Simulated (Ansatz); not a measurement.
# HF/def2-SVP (core potential) run of C2H5InO (SMILES C[C](=O)[InH2])

What is the vertical singlet–triplet gap of C2H5InO at HF/def2-SVP (core potential)? 

The results are computed with Ansatz 0.2.0.

62 further runs of the same task are left out: 62 set aside as unsound or not needed.

**1. The structure to begin with**

C2H5InO: 9 atoms, total charge 0, spin state singlet. As SMILES, `C[C](=O)[InH2]`. The coordinates come from a PBE0-D4/def2-TZVP relaxation.

Bond lengths: C1–C2 1.499 Å, C2–O3 1.209 Å, C2–In4 2.211 Å, C1–H5 1.093 Å, C1–H6 1.095 Å, C1–H7 1.095 Å, In4–H8 1.725 Å, In4–H9 1.725 Å. Some angles: C1–C2–O3 122.1°, C1–C2–In4 127.4°, O3–C2–In4 110.5°, C2–C1–H5 111.2°, C2–C1–H6 109.2°, C2–C1–H7 109.1°, C2–In4–H8 118.8°, C2–In4–H9 118.8°, H5–C1–H6 110.2°, H5–C1–H7 110.2°.

**2. The energy at HF/def2-SVP (core potential)**

molecule.yaml reads:

```yaml
crystal:
  periodic: [false, false, false]
  atoms:
    - {symbol: C, position_ang: [0.344400, 1.188000, -0.839100]}
    - {symbol: C, position_ang: [0.607000, -0.087100, -0.096200]}
    - {symbol: O, position_ang: [1.705800, -0.590300, -0.051600]}
    - {symbol: In, position_ang: [-0.847800, -1.304800, 1.038800]}
    - {symbol: H, position_ang: [1.255300, 1.565500, -1.309800]}
    - {symbol: H, position_ang: [-0.427200, 1.011100, -1.595100]}
    - {symbol: H, position_ang: [-0.058700, 1.931600, -0.144300]}
    - {symbol: H, position_ang: [-1.599800, -2.644700, 0.254600]}
    - {symbol: H, position_ang: [-0.978900, -1.069400, 2.742600]}
basis:
  gaussian:
    orbitals: def2-SVP
accuracy: high
hamiltonian:
  xc: hf
output:
  orbitals: {seedname: orbitals}
```

Launch:

```bash
$ ansatz run molecule.yaml --threads 1 --pin off --max-ram 3480MiB --events-out events.jsonl --progress --plain --runs-dir runs
```

Standard output:

```text
Warning: RAYON_NUM_THREADS=1 ignored (pool sized by the plan → 1); use --threads N
Functional definition: HF
  name "HF"
  exchange = exact_x
  correlation = 0
2299 factors; integrals over basis functions are off by at most 8.2e-9 eV
mean field evaluation 1: about -9317.7570 eV, gradient 3.5e1 eV
mean field evaluation 2: about -9317.8560 eV, gradient 3.5e1 eV
mean field evaluation 4: about -9321.0034 eV, gradient 4.3e0 eV
mean field evaluation 8: about -9321.0881 eV, gradient 4.1e-1 eV
mean field evaluation 16: about -9321.0899 eV, gradient 2.1e-8 eV
mean field -9321.08986874 eV, -342.5437346146 hartree, gradient 2.1e-8 eV, S^2 0.000000; 0 other end points of the search recorded, 0 dependent functions left out
reference -9321.08986874 eV, -342.5437346146 hartree; 23, 23 occupied and 70, 70 virtual orbitals, 2299 factors
Total energy: -9321.08986874 eV, -342.5437346146 hartree
```

It took 3.6 s on 1 thread of Arm Neoverse V2, shared host; peak memory 0.29 GiB.

**3. The triplet at the same level**

run.yaml reads:

```yaml
crystal:
  periodic: [false, false, false]
  atoms:
    - {symbol: C, position_ang: [0.344400, 1.188000, -0.839100]}
    - {symbol: C, position_ang: [0.607000, -0.087100, -0.096200]}
    - {symbol: O, position_ang: [1.705800, -0.590300, -0.051600]}
    - {symbol: In, position_ang: [-0.847800, -1.304800, 1.038800]}
    - {symbol: H, position_ang: [1.255300, 1.565500, -1.309800]}
    - {symbol: H, position_ang: [-0.427200, 1.011100, -1.595100]}
    - {symbol: H, position_ang: [-0.058700, 1.931600, -0.144300]}
    - {symbol: H, position_ang: [-1.599800, -2.644700, 0.254600]}
    - {symbol: H, position_ang: [-0.978900, -1.069400, 2.742600]}
basis:
  gaussian:
    orbitals: def2-SVP
magnetization:
  spin_polarized: true
  initial_magnetization: 2
hamiltonian:
  xc: hf
accuracy: high
output: {orbitals: {seedname: orbitals}}
```

Launch:

```bash
$ ansatz run run.yaml --threads 1 --pin off --max-ram 3480MiB --events-out events.jsonl --progress --plain --runs-dir runs
```

Standard output:

```text
Warning: RAYON_NUM_THREADS=1 ignored (pool sized by the plan → 1); use --threads N
Functional definition: HF
  name "HF"
  exchange = exact_x
  correlation = 0
2299 factors; integrals over basis functions are off by at most 8.2e-9 eV
mean field evaluation 1: about -9314.8595 eV, gradient 2.4e1 eV
mean field evaluation 2: about -9314.8730 eV, gradient 2.4e1 eV
mean field evaluation 4: about -9318.3478 eV, gradient 3.5e0 eV
mean field evaluation 8: about -9318.7693 eV, gradient 3.6e-1 eV
mean field evaluation 16: about -9318.7744 eV, gradient 3.0e-8 eV
mean field evaluation 32: about -9318.1199 eV, gradient 2.7e-1 eV
mean field -9318.77435647 eV, -342.4586411081 hartree, gradient 3.0e-8 eV, S^2 2.029789; 1 other end points of the search recorded, 0 dependent functions left out
reference -9318.77435647 eV, -342.4586411081 hartree; 24, 22 occupied and 69, 71 virtual orbitals, 2299 factors
Total energy: -9318.77435647 eV, -342.4586411081 hartree
```

It took 8.7 s on 1 thread of Arm Neoverse V2, shared host; peak memory 0.38 GiB.

**4. Outcome**

Level: HF/def2-SVP (core potential).

| quantity | value |
| --- | --- |
| singlet: total energy | -342.54373 Eh |
| singlet: HOMO energy | -9.26 eV |
| singlet: LUMO energy | 0.76 eV |
| singlet: HOMO–LUMO gap | 10.02 eV |
| triplet: total energy | -342.45864 Eh |
| triplet: HOMO energy (highest over α and β) | -6.88 eV |
| triplet: LUMO energy (lowest over α and β) | 0.28 eV |
| triplet: ⟨S²⟩ | 2.030 |
| vertical energy of the triplet above the singlet | 2.316 eV |

At this shape the triplet lies 2.32 eV (223 kJ/mol) above the singlet.
